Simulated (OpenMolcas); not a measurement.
# CH3BFN (SMILES BN=CF) at 6 levels

We compute a comparison of 6 runs (HF/STO-3G, B3LYP/6-31G*, BHLYP/aug-cc-pVDZ, r2SCAN/aug-cc-pVDZ, revPBE/aug-cc-pVDZ, MP2/aug-cc-pVDZ) of CH3BFN. 

The calculation is run with OpenMolcas 26.06.

## 1. Starting point

CH3BFN has 7 atoms, charge 0, and is taken as a singlet. SMILES: `BN=CF`. Geometry: relaxed at PBE0-D4/def2-TZVP.

Bond lengths: B1–N2 1.364 Å, N2–C3 1.223 Å, C3–F4 1.339 Å, B1–H5 1.196 Å, B1–H6 1.196 Å, C3–H7 1.088 Å. Angles: B1–N2–C3 178.6°, N2–C3–F4 122.5°, N2–B1–H5 118.8°, N2–B1–H6 118.8°, N2–C3–H7 126.7°, F4–C3–H7 110.8°, H5–B1–H6 122.5°.

## 2. Energy and forces at HF/STO-3G (run 1)

Input file mol.xyz:

```xyz
7

B     -0.480500     1.089800     0.570900
N      0.018600    -0.008400    -0.066500
C      0.466800    -1.006900    -0.611700
F      0.739900    -2.132000     0.060700
H      0.284400     1.897100     1.009900
H     -1.666300     1.214200     0.659800
H      0.698200    -1.122000    -1.669000
```

Input file job.input:

```
* CH3BFN Hartree-Fock
&gateway
baslib = $CurrDir
coord = mol.xyz
basis = STO-3G
group = NoSym
&seward
&scf
thresholds = 1e-10 1e-07 1e-07 1e-05
prorbitals = 1 1
&alaska
```

The basis set STO-3G is read from a file made from the Basis Set Exchange's data (not shown).

Command:

```
$ export MOLCAS_MEM=1860
$ pymolcas job.input > job.log
```

Standard output:

```text
--- Start Module: gateway ---
[...]
--- Stop Module: gateway /rc=_RC_ALL_IS_WELL_ ---
[...]
      Basis functions           23
[...]
--- Start Module: scf ---
[...]
       Convergence after  12 Iterations
[...]
::    Total SCF energy                               -215.2827072687
[...]
      Total spin, S                                     0.0000000000
[...]
      Total electronic charge=   30.000000
      Total            charge=   -0.000000
[...]
      Dipole Moment (debye):
      Origin of the operator (angstrom)=    0.2361   -0.6556   -0.0141
                   X=  3.7920E-01               Y= -4.7350E-01               Z= -1.1837E+00           Total=  1.3301E+00
      Quadrupole Moment (debye*angstrom):
[...]
--- Stop Module: scf /rc=_RC_ALL_IS_WELL_ ---
--- Start Module: alaska ---
[...]
 *              Molecular gradients               *
 **************************************************
  Irreducible representation: a
 ------------------------------------------------------------------------------------------
                              X                       Y                       Z
 ------------------------------------------------------------------------------------------
  B1                3.53750275167641E-03   -8.02220724285885E-03   -4.09527200489945E-03
  N2                1.75847465538861E-02   -4.12532453616077E-02   -1.73705515538296E-02
  C3               -1.00130238028551E-02    2.26753350447599E-02    1.11926575928543E-02
  F4               -3.84750057440053E-03    1.68723053771025E-02   -1.14203599288789E-02
  H5                1.51358336325782E-02    1.37726961050717E-02    7.27742406778620E-03
  H6               -2.16885806320493E-02    8.80106539882575E-04    6.99542180017221E-04
  H7               -7.08977928819632E-04   -4.92499046234779E-03    1.37165596469524E-02
 ------------------------------------------------------------------------------------------
--- Stop Module: alaska /rc=_RC_ALL_IS_WELL_ ---
[...]
```

It took 2 s on 1 thread of Arm Neoverse V1, shared host; peak memory 0.37 GiB.

## 3. Energy and gradient at B3LYP/6-31G(d) (spherical functions) (run 2)

Input file test.inp:

```
&gateway
baslib = $CurrDir
coord
7
angstrom
B       -0.480500       1.089800       0.570900
N        0.018600      -0.008400      -0.066500
C        0.466800      -1.006900      -0.611700
F        0.739900      -2.132000       0.060700
H        0.284400       1.897100       1.009900
H       -1.666300       1.214200       0.659800
H        0.698200      -1.122000      -1.669000
basis = 6-31Gs
group = NoSym
&seward
gridinput
Grid=UltraFine
End of Grid
&scf
ksdft = B3LYP
thresholds = 1e-10 1e-07 1e-07 1e-05
prorbitals = 1 1
&alaska
```

The basis set 6-31G* is read from a file made from the Basis Set Exchange's data (not shown).

Command:

```
$ export MOLCAS_MEM=1860
$ pymolcas test.inp > test.log
```

Standard output:

```text
--- Start Module: gateway ---
[...]
--- Stop Module: gateway /rc=_RC_ALL_IS_WELL_ ---
[...]
      Basis functions           62
[...]
--- Start Module: scf ---
[...]
       Convergence after  17 Iterations
[...]
::    Total KS-DFT energy                            -219.3523347427
[...]
      Total spin, S                                     0.0000000000
[...]
      Total electronic charge=   30.000000
      Total            charge=   -0.000000
[...]
      Dipole Moment (debye):
      Origin of the operator (angstrom)=    0.2361   -0.6556   -0.0141
                   X=  4.1096E-01               Y= -4.1361E-01               Z= -1.4752E+00           Total=  1.5862E+00
      Quadrupole Moment (debye*angstrom):
[...]
--- Stop Module: scf /rc=_RC_ALL_IS_WELL_ ---
[...]
--- Start Module: alaska ---
[...]
 *              Molecular gradients               *
 **************************************************
  Irreducible representation: a
 ------------------------------------------------------------------------------------------
                              X                       Y                       Z
 ------------------------------------------------------------------------------------------
  B1                1.71031690676449E-03   -3.73648953129457E-03   -2.24722713478620E-03
  N2                4.43907594672499E-03   -1.08673342908494E-02   -3.48958832231050E-03
  C3               -3.89080348027449E-03    6.78550715915227E-03    8.18855241072569E-03
  F4               -2.45068913710922E-03    8.76839275502483E-03   -3.43265612952237E-03
  H5                1.93419440756459E-04   -4.44570582757819E-04   -2.37950317753421E-04
  H6                2.03297819590276E-04   -4.41276663579848E-04   -2.12580951259811E-04
  H7               -2.04617496462389E-04   -6.42288456372819E-05    1.43145044494952E-03
 ------------------------------------------------------------------------------------------
--- Stop Module: alaska /rc=_RC_ALL_IS_WELL_ ---
[...]
```

Wall time 22 s (1 thread of Arm Neoverse V1, shared host); peak memory 0.4 GiB.

Run 3 isn't shown in full; the table further down has it.

## 4. Energy and gradient at r2SCAN/aug-cc-pVDZ (run 4)

Input file geom.xyz:

```xyz
7

B     -0.480500     1.089800     0.570900
N      0.018600    -0.008400    -0.066500
C      0.466800    -1.006900    -0.611700
F      0.739900    -2.132000     0.060700
H      0.284400     1.897100     1.009900
H     -1.666300     1.214200     0.659800
H      0.698200    -1.122000    -1.669000
```

Input file calc.inp:

```
>>> EXPORT MOLCAS_PRINT=2

&GATEWAY
  BASLIB
  $CurrDir
  COORD
  geom.xyz
  BASIS
  aug-cc-pVDZ
  GROUP
  NoSym

&SEWARD
  GRIDINPUT
  Grid=UltraFine
  End of Grid

&SCF
  KSDFT
  2
  1.0 MGGA_X_R2SCAN
  1.0 MGGA_C_R2SCAN
  THRESHOLDS
  1e-10 1e-07 1e-07 1e-05
  PRORBITALS
  1 1

&ALASKA
```

The basis set aug-cc-pVDZ is read from a file made from the Basis Set Exchange's data (not shown).

Command:

```
$ export MOLCAS_MEM=1860
$ pymolcas calc.inp > calc.log
```

Standard output:

```text
--- Start Module: gateway ---
[...]
--- Stop Module: gateway /rc=_RC_ALL_IS_WELL_ ---
[...]
      Basis functions          119
[...]
--- Start Module: scf ---
[...]
       Convergence after  14 Iterations
[...]
::    Total KS-DFT energy                            -219.2627658974
[...]
      Total spin, S                                     0.0000000000
[...]
      Total electronic charge=   30.000000
      Total            charge=   -0.000000
[...]
      Dipole Moment (debye):
      Origin of the operator (angstrom)=    0.2361   -0.6556   -0.0141
                   X=  3.2111E-01               Y= -1.7228E-01               Z= -1.4448E+00           Total=  1.4901E+00
      Quadrupole Moment (debye*angstrom):
[...]
--- Stop Module: scf /rc=_RC_ALL_IS_WELL_ ---
[...]
--- Start Module: alaska ---
[...]
 *              Molecular gradients               *
 **************************************************
  Irreducible representation: a
 ------------------------------------------------------------------------------------------
                              X                       Y                       Z
 ------------------------------------------------------------------------------------------
  B1                6.42276166724631E-04   -1.34857012575385E-03   -9.43642113539145E-04
  N2                6.86859590939348E-03   -1.52466403162261E-02   -8.45449155030598E-03
  C3               -3.99807177255829E-03    3.31038559901087E-03    1.55657285672675E-02
  F4               -3.69625095262593E-03    1.51716143933154E-02   -8.98267431922228E-03
  H5               -2.28147972570758E-03   -2.46429597930131E-03   -1.33536794105882E-03
  H6                3.57931295019398E-03   -4.14044454756901E-04   -2.59935954459167E-04
  H7               -1.11438257544449E-03    9.91550883703812E-04    4.41038331121213E-03
 ------------------------------------------------------------------------------------------
--- Stop Module: alaska /rc=_RC_ALL_IS_WELL_ ---
[...]
```

It took 84 s on 1 thread of Arm Neoverse V1, shared host; peak memory 0.75 GiB.

Run 5 isn't shown in full; the table further down has it.

## 5. The energy at MP2/aug-cc-pVDZ (run 6)

Input file run.inp:

```
&GATEWAY
 BasLib=$CurrDir
 Coord
 7
 angstrom
 B       -0.480500       1.089800       0.570900
 N        0.018600      -0.008400      -0.066500
 C        0.466800      -1.006900      -0.611700
 F        0.739900      -2.132000       0.060700
 H        0.284400       1.897100       1.009900
 H       -1.666300       1.214200       0.659800
 H        0.698200      -1.122000      -1.669000
 Basis=aug-cc-pVDZ
 Group=NoSym

&SEWARD

&SCF
 Thresholds=1e-10 1e-07 1e-07 1e-05
 PrOrbitals=0

&MBPT2
 Frozen=4
```

The basis set aug-cc-pVDZ is read from a file made from the Basis Set Exchange's data (not shown).

Command:

```
$ export MOLCAS_MEM=1860
$ pymolcas run.inp > run.log
```

Standard output:

```text
--- Start Module: gateway ---
[...]
--- Stop Module: gateway /rc=_RC_ALL_IS_WELL_ ---
[...]
      Basis functions          119
[...]
--- Start Module: scf ---
[...]
       Convergence after  14 Iterations
[...]
::    Total SCF energy                               -218.2090024415
[...]
      Total spin, S                                     0.0000000000
[...]
      Total electronic charge=   30.000000
      Total            charge=   -0.000000
[...]
      Dipole Moment (debye):
      Origin of the operator (angstrom)=    0.2361   -0.6556   -0.0141
                   X=  2.8914E-01               Y=  1.5277E-02               Z= -1.6322E+00           Total=  1.6577E+00
      Quadrupole Moment (debye*angstrom):
[...]
--- Stop Module: scf /rc=_RC_ALL_IS_WELL_ ---
[...]
--- Start Module: mbpt2 ---
[...]
WARNING!
Default frozen orbitals as non valence orbitals is overwritten by user input.
Default values:   4
[...]
       Reference weight ( Cref**2 )         =        0.84794
::    Total MBPT2 energy                             -218.7991248619
[...]
      Total MBPT2 calculations                           0.74      0.85
--- Stop Module: mbpt2 /rc=_RC_ALL_IS_WELL_ ---
[...]
```

Run time: 18 s. Hardware: 1 thread of Arm Neoverse V1, shared host; peak memory 0.75 GiB.

## 6. The series

```tsv
run	level	integration grid	task	energy (Eh)	dipole moment (D) of the reference	HOMO energy (eV)	LUMO energy (eV)	wall time
1	HF/STO-3G	–	gradient	-215.282707	1.33	-9.63	7.54	2 s
2	B3LYP/6-31G* (spherical functions)	UltraFine	gradient	-219.352335	1.59	-8.13	-0.37	22 s
3	BHLYP/aug-cc-pVDZ	UltraFine	gradient	-219.270254	1.58	-9.86	0.03	59 s
4	r2SCAN/aug-cc-pVDZ	UltraFine	gradient	-219.262766	1.49	-7.56	-1.44	84 s
5	revPBE/aug-cc-pVDZ	UltraFine	gradient	-219.313850	1.48	-7.27	-1.62	66 s
6	MP2/aug-cc-pVDZ	–	energy	-218.799125	1.66	-11.71	0.90	18 s
```

## 7. Results

```
                                          quantity          value
                               run 6: total energy  -218.79912 Eh
         run 6: dipole moment (mean-field density)         1.66 D
        run 6: HOMO energy (Hartree–Fock orbitals)      -11.71 eV
        run 6: LUMO energy (Hartree–Fock orbitals)        0.90 eV
      run 6: HOMO–LUMO gap (Hartree–Fock orbitals)       12.61 eV
run 6: correlation energy (4 core orbitals frozen)     -590.1 mEh
```

**Reading.** Over runs 1, 2, 3, 4, 5 the dipole moment (its size) runs from 1.33 D (HF/STO-3G) to 1.59 D (B3LYP/6-31G*). The two ends differ in method and basis. Over runs 1, 2, 3, 4, 5 the HOMO–LUMO gap runs from 5.65 eV (revPBE/aug-cc-pVDZ) to 17.17 eV (HF/STO-3G). Totals of different functionals can't be ranked against each other. In run 1 the basis is minimal, so the values are rough. All runs together took 4.2 min, the longest 84 s.
